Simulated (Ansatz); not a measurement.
# SiSbTe3: a trial structure relaxed

Where does this trial cell of SiSbTe3 go when cell and atoms are let free?

Method: DFT PBE, scalar-relativistic, plane waves, PAW, in Ansatz 0.2.0.

### Step 1. The starting structure

The structure is trigonal, space group R3m (No. 160). The conventional cell has a = 6.953 Å, b = 6.953 Å, c = 10.705 Å, α = 90.00°, β = 90.00°, γ = 120.00°. Around Si (site symmetry 3m) lie 3 Te at 2.17 Å and 1 Sb at 2.38 Å. Around Sb (site symmetry 3m) lie 6 Te at 2.32 to 3.08 Å and 1 Si at 2.38 Å. Te (site symmetry m) has 1 Si at 2.17 Å and 2 Sb at 2.32 to 3.08 Å as nearest neighbours.

Coordinates:

```cif
data_structure
_symmetry_space_group_name_H-M 'P 1'
_symmetry_Int_Tables_number 1
_cell_length_a 5.3711
_cell_length_b 5.3711
_cell_length_c 5.3711
_cell_angle_alpha 80.675
_cell_angle_beta 80.675
_cell_angle_gamma 80.675
_cell_volume 149.41
loop_
_atom_site_label
_atom_site_type_symbol
_atom_site_fract_x
_atom_site_fract_y
_atom_site_fract_z
_atom_site_occupancy
Si1 Si 0.23467 0.23467 0.23467 1
Sb1 Sb 0.45676 0.45676 0.45676 1
Te1 Te 0.49049 0.01618 0.49049 1
Te2 Te 0.49049 0.49049 0.01618 1
Te3 Te 0.01618 0.49049 0.49049 1
```

Recipe of the guess: random cell by space group and Wyckoff sites (R3m, No. 160). Its size is a rough estimate.

### Step 2. Probe: one point on a coarse mesh

File input.yaml:

```yaml
crystal:
  lattice:
    - [3.4766374, 2.00723754, 3.56826928]
    - [-3.4766374, 2.00723754, 3.56826928]
    - [0.0, -4.01447508, 3.56826928]
  atoms:
    - { symbol: Si, position: [0.23467385, 0.23467385, 0.23467385] }
    - { symbol: Sb, position: [0.45676276, 0.45676276, 0.45676276] }
    - { symbol: Te, position: [0.49048887, 0.01618144, 0.49048887] }
    - { symbol: Te, position: [0.49048887, 0.49048887, 0.01618144] }
    - { symbol: Te, position: [0.01618144, 0.49048887, 0.49048887] }
basis:
  ecutwfc: 420
kpoints:
  mp_grid: { grid: [3, 3, 3] }
hamiltonian:
  xc: pbe
scf:
  occupations: { method: gaussian, width: 0.1 }
  lower_state_search: "off"
output:
  forces: true
  stress: true
  eigenvalues: true
```

Run with:

```console
> ansatz run input.yaml --threads 1 --pin off --max-ram 2560MiB --backend cpu --events-out ev --progress --plain --runs-dir out
```

Further runs follow: coarse relaxation; final relaxation.

Before running it: what results should come out? Wanted: conventional cell; volume; energy over the elements; gap on the mesh.

**Answer**, as computed:

| quantity | value |
| --- | --- |
| symmetry at the end (tolerance 0.05 Å) | space group R3m (No. 160) |
| conventional cell | a = 7.627 Å, b = 7.627 Å, c = 13.567 Å, α = 90.00°, β = 90.00°, γ = 120.00° |
| volume | 45.57 Å³/atom |
| energy over the elements | +0.24 eV/atom |
| gap on the mesh | none (metal) |

In words: The space group R3m (No. 160) is kept, and the volume per atom grows by 52.5 % from the first guess. The formation energy is positive, so the separate elements lie lower. No finished test with a distortion of lower symmetry is shown, so the end may be a saddle point. The runs treat Sb, Te without spin-orbit coupling. Layers here are held mostly by dispersion, which this level lacks, so their spacing and the stiffness across them are unreliable there. Where forces pass 15 eV/Å atoms stand far too close, the PAW spheres overlap strongly and those numbers are rough.
